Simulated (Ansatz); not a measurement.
**GaF+ (doublet): from Hartree-Fock to the top rungs, cc-pVDZ**

One table from this session's results is given with a row withheld; the runs are named, their logs left out.

The runs use Ansatz 0.2.0, Gaussian basis; cc-pVDZ, core rule «outside noble gas», up to 15 orbitals frozen.

The runs, in order: UHF; CCSD(T) on ROHF; CCSD(T) on UHF; BCCD(T) on ROHF; CISD; CCSDT(Q) on ROHF; CCSDT(Q) on UHF.

28 further runs of the same task are left out: 12 for a known fault of the program, 6 that didn't finish, 10 set aside as unsound or not needed.

**The system**

The geometry is a PBE0/def2-TZVP stationary point (not a proven minimum) of the parent state, kept for this charge and spin. No spin-orbit coupling is included. The filled d shell of Ga may be among the frozen orbitals whatever the setting's name suggests; the logs give the count.

2 atoms, charge 1, spin multiplicity 2.

Atoms are counted from 1 here; the program's logs count them from 0.

Bond lengths: F1–Ga2 1.764 Å.

The first run:

Input file in.yaml:

```yaml
crystal:
  periodic: [false, false, false]
  atoms:
    - {symbol: F, position_ang: [0.000000, 0.000000, 0.000000]}
    - {symbol: Ga, position_ang: [0.000000, 0.000000, 1.763700]}
basis:
  gaussian: {orbitals: cc-pVDZ}
total_charge: 1
magnetization: {spin_polarized: true, initial_magnetization: 1}
hamiltonian: {xc: hf}
output: {orbitals: {seedname: orbitals}}
```

Run with:

```sh
$ ansatz run in.yaml --threads 1 --pin off --events-out ev --progress --plain --max-ram 2393MiB
```

Among the steps run: UHF; CCSD(T) on ROHF; CCSD(T) on UHF; BCCD(T) on ROHF; CISD; CCSDT(Q) on ROHF; CCSDT(Q) on UHF.

One table of the session follows, with a row left open; its other results are not shown here.

It belongs to the step «Misses and costs». 

| method | from UCCSDT(Q) (kJ/mol) |
| --- | --- |
| ROHF | +608.5 |
| UHF | +601.9 |
| RMP2 | ? |
| UMP2 | +23.3 |
| RCCSD | +19.1 |
| UCCSD | +17.8 |
| RCCSD(T) | +4.2 |
| UCCSD(T) | +3.6 |
| BCCD(T) | +4.0 |
| RCCSDT | +2.8 |
| UCCSDT | +2.0 |
| RCCSDT(Q) | +1.7 |
| UCCSDT(Q) | 0 |

Estimate the missing values for RMP2.

As computed: from UCCSDT(Q) (kJ/mol): +23.2. In the column «from UCCSDT(Q) (kJ/mol)» it lies between RCCSD (+19.1) and UMP2 (+23.3).

Not comparable, so not listed: CISD (they don't share determinant, frozen orbitals or solution with the rows shown, or repeat one).

Limits of these values: Restricted and unrestricted rows rest on different reference determinants; where their highest levels disagree by more than a few hundredths of an eV, they describe different states and don't form one ladder.
